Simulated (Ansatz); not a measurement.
# W: the cost of one run

Method: DFT LDA, scalar-relativistic, plane waves, PAW, in Ansatz 0.2.0.

91 further runs of the same task are left out: 91 set aside as unsound or not needed.

### 1 The system as given

The structure is cubic, space group Fm-3m (No. 225). Conventional cell: a = 3.973 Å, b = 3.973 Å, c = 3.973 Å, α = 90.00°, β = 90.00°, γ = 90.00°. W (site symmetry m-3m) has 12 W at 2.81 Å as nearest neighbours.

Structure file:

```
CELL_PARAMETERS angstrom
0.00000 1.98648 1.98648
1.98648 0.00000 1.98648
1.98648 1.98648 0.00000
ATOMIC_POSITIONS crystal
W 0.00000 0.00000 0.00000
```

This cell was relaxed beforehand with the same method: volume 15.68 Å³/atom, gap on the mesh none (metal).

### 2 Plan of the line

The energy is mapped over volume and the cell's shape.

First coordinate, volume per atom: 11 values from 14.423 to 16.932 Å³. Second coordinate, c/a of the conventional cell: 13 values from 0.629 to 1.167.

Nothing else is relaxed (symmetry fixes all fractional coordinates). Energies count from the relaxed crystal. Points are written as (first, second).

### 3 The run at (14.423 Å³, 0.902)

Contents of input.yaml:

```yaml
crystal:
  lattice:
    - [0.0, 1.9994364037, 1.8038915234]
    - [1.9994364037, 0.0, 1.8038915234]
    - [1.9994364037, 1.9994364037, 0.0]
  atoms:
    - { symbol: W, position: [0.0, 0.0, 0.0] }
basis:
  ecutwfc: 420
kpoints:
  mp_grid: { grid: [22, 22, 22] }
hamiltonian:
  xc: lda
  pseudopotentials: { kind: paw, azcp: { folder: soft_1 } }
scf:
  occupations: { method: gaussian, width: 0.15 }
output:
  forces: true
  stress: true
  eigenvalues: true
```

Launch:

```sh
$ ansatz run input.yaml --threads 1 --pin off --max-ram 2048MiB --backend cpu --events-out ev --progress --plain --runs-dir out
```

Q: Estimate wall time and peak memory on 1 thread of AMD EPYC 9R45 (Zen 5), shared host.

About 2.8 s, with a peak of 0.43 GiB.
